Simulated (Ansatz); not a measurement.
# CH6FNSi2: small, medium and large basis sets

The task here is to estimate one member of a computed series from the others.

Method: one geometry, several basis sets; program: Ansatz 0.2.0, Gaussian basis.

Levels to be run: PBE0-D4/def2-SVP; ωB97M-V/def2-SVP; PBE0-D4/def2-QZVPP; ωB97M-V/def2-QZVPP; the functionals' def2-TZVPP values are taken from earlier runs.

## The geometry

The geometry comes from an earlier relaxation with PBE0-D4 in a triple-zeta def2 set; it is a stationary point, not always the lowest conformer.

SMILES `F[SiH]1C[SiH2]N1`, 11 atoms, charge 0, spin multiplicity 1.

Atoms are counted from 1 here; the program's logs count them from 0.

Bond lengths: F1–Si2 1.600 Å, Si2–C3 1.870 Å, Si2–N5 1.713 Å, Si2–H6 1.482 Å, C3–Si4 1.885 Å, C3–H7 1.090 Å, C3–H8 1.090 Å, Si4–N5 1.740 Å, Si4–H9 1.488 Å, Si4–H10 1.489 Å, N5–H11 1.005 Å. Angles: F1–Si2–C3 113.8°, F1–Si2–N5 113.9°, F1–Si2–H6 104.4°, C3–Si2–N5 90.0°, C3–Si2–H6 119.2°, N5–Si2–H6 115.8°, Si2–C3–Si4 85.8°, Si2–C3–H7 115.5°, Si2–C3–H8 114.5°, Si4–C3–H7 114.9°, Si4–C3–H8 115.5°, H7–C3–H8 109.2°, C3–Si4–N5 88.7°, C3–Si4–H9 115.0°, C3–Si4–H10 116.0°, N5–Si4–H9 114.1°, N5–Si4–H10 114.6°, H9–Si4–H10 107.8° and more.

Set-up of the first run:

File in.yaml:

```yaml
crystal:
  periodic: [false, false, false]
  atoms:
    - {symbol: F, position_ang: [0.164280, 2.010615, 1.536835]}
    - {symbol: Si, position_ang: [0.332262, 1.212574, 0.160318]}
    - {symbol: C, position_ang: [1.046771, -0.503391, 0.365964]}
    - {symbol: Si, position_ang: [-0.608463, -1.122023, -0.291299]}
    - {symbol: N, position_ang: [-1.125436, 0.533430, -0.431188]}
    - {symbol: H, position_ang: [1.009486, 2.173094, -0.742496]}
    - {symbol: H, position_ang: [1.906046, -0.732636, -0.264991]}
    - {symbol: H, position_ang: [1.273988, -0.778117, 1.396438]}
    - {symbol: H, position_ang: [-0.537401, -1.847392, -1.589037]}
    - {symbol: H, position_ang: [-1.417459, -1.946496, 0.647690]}
    - {symbol: H, position_ang: [-1.978574, 0.943343, -0.767632]}
basis:
  gaussian: {orbitals: def2-SVP}
hamiltonian: {xc: pbe0, dispersion: d4}
output: {orbitals: {seedname: orbitals}}
```

The run is started by

```
ansatz run in.yaml --threads 4 --pin off --events-out ev --progress --plain --max-ram 10444MiB
```

Among the steps run: PBE0-D4 in def2-SVP; ωB97M-V in def2-SVP; PBE0-D4 in def2-QZVPP; ωB97M-V in def2-QZVPP.

One of the session's tables, all rows but one given; the rest of the session is left out.

It belongs to the step «Functionals by basis». 

```
functional       basis  HOMO (eV)  LUMO (eV)
   PBE0-D4    def2-SVP      -7.74       0.47
   PBE0-D4  def2-TZVPP      -7.85      -0.03
   PBE0-D4  def2-QZVPP      -7.87      -0.19
   ωB97M-V    def2-SVP      -9.98       2.33
   ωB97M-V  def2-TZVPP          ?          ?
   ωB97M-V  def2-QZVPP     -10.14       1.15
```

Q: Estimate the row for ωB97M-V, def2-TZVPP from the others.

As computed: HOMO (eV): -10.11; LUMO (eV): 1.53. In the column «HOMO (eV)» it lies between ωB97M-V, def2-QZVPP (-10.14) and ωB97M-V, def2-SVP (-9.98).
